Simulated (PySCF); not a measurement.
# H6O3Yb (Yb(H2O)33+): the cost of one run

Program: PySCF 2.14.0. Level of theory: PBE0, Yb lcecp-1-SVP with ECP59, O def2-SVP, H def2-SVP; scalar-relativistic core potentials, no spin–orbit coupling. These are calculated values, not measurements.

1 further run of the same task is left out (for a known fault of the program).

### Step 1. The starting structure

10 atoms, charge 3, spin multiplicity 1.

Bond lengths: Yb1–O2 2.397 Å, Yb1–O5 2.397 Å, Yb1–O8 2.398 Å, O2–H3 0.970 Å, O2–H4 0.970 Å, O5–H6 0.970 Å, O5–H7 0.970 Å, O8–H9 0.970 Å, O8–H10 0.970 Å. Angles: O2–Yb1–O5 120.0°, O2–Yb1–O8 120.0°, O5–Yb1–O8 120.0°, Yb1–O2–H3 127.5°, Yb1–O2–H4 127.5°, H3–O2–H4 105.1°, Yb1–O5–H6 127.5°, Yb1–O5–H7 127.5°, H6–O5–H7 105.1°, Yb1–O8–H9 127.5°, Yb1–O8–H10 127.5°, H9–O8–H10 105.1°.

Coordinates:

```xyz
10

Yb    0.0000    0.0000    0.0000
O     2.3975    0.0000    0.0000
H     2.9875    0.0000    0.7700
H     2.9875    0.0000   -0.7700
O    -1.1987    2.0763    0.0000
H    -1.4937    2.5873    0.7700
H    -1.4937    2.5873   -0.7700
O    -1.1988   -2.0763    0.0000
H    -1.4938   -2.5873    0.7700
H    -1.4938   -2.5873   -0.7700
```

Formal oxidation states: Yb +3. Each metal's 13 4f electrons lie in its core potential, so multiplicities, spins and levels count the valence alone.

### Step 2. SCF at the start, singlet

run.py (the lines that set the calculation) reads:

```python
mol = gto.M(atom='''
Yb     0.00000     0.00000     0.00000
O      2.39750     0.00000     0.00000
H      2.98750     0.00000     0.77000
H      2.98750     0.00000    -0.77000
O     -1.19870     2.07630     0.00000
H     -1.49370     2.58730     0.77000
H     -1.49370     2.58730    -0.77000
O     -1.19880    -2.07630     0.00000
H     -1.49380    -2.58730     0.77000
H     -1.49380    -2.58730    -0.77000''',
    basis={'Yb': 'lcecp-1-SVP', 'O': 'def2-SVP', 'H': 'def2-SVP'},
    ecp={'Yb': 'lcecp-1-SVP'},
    charge=3, spin=0)
mf = dft.RKS(mol, xc='PBE0')
mf.grids.atom_grid = (50, 194)  # f atoms: unpruned, at least (60, 302)
mf = mf.density_fit()  # fitting sets: Yb AutoAux, O def2-universal-JKFIT, H def2-universal-JKFIT
mf.conv_tol = 1e-08; mf.max_cycle = 55
mf.kernel(dm0)  # dm0: free metal ions and neutral atoms
```

The run is started by

```console
OMP_NUM_THREADS=2 python run.py
```

What time and memory should one allow on 2 threads of Arm Neoverse V2, shared host?

About 3.3 s, with a peak of 0.66 GiB.
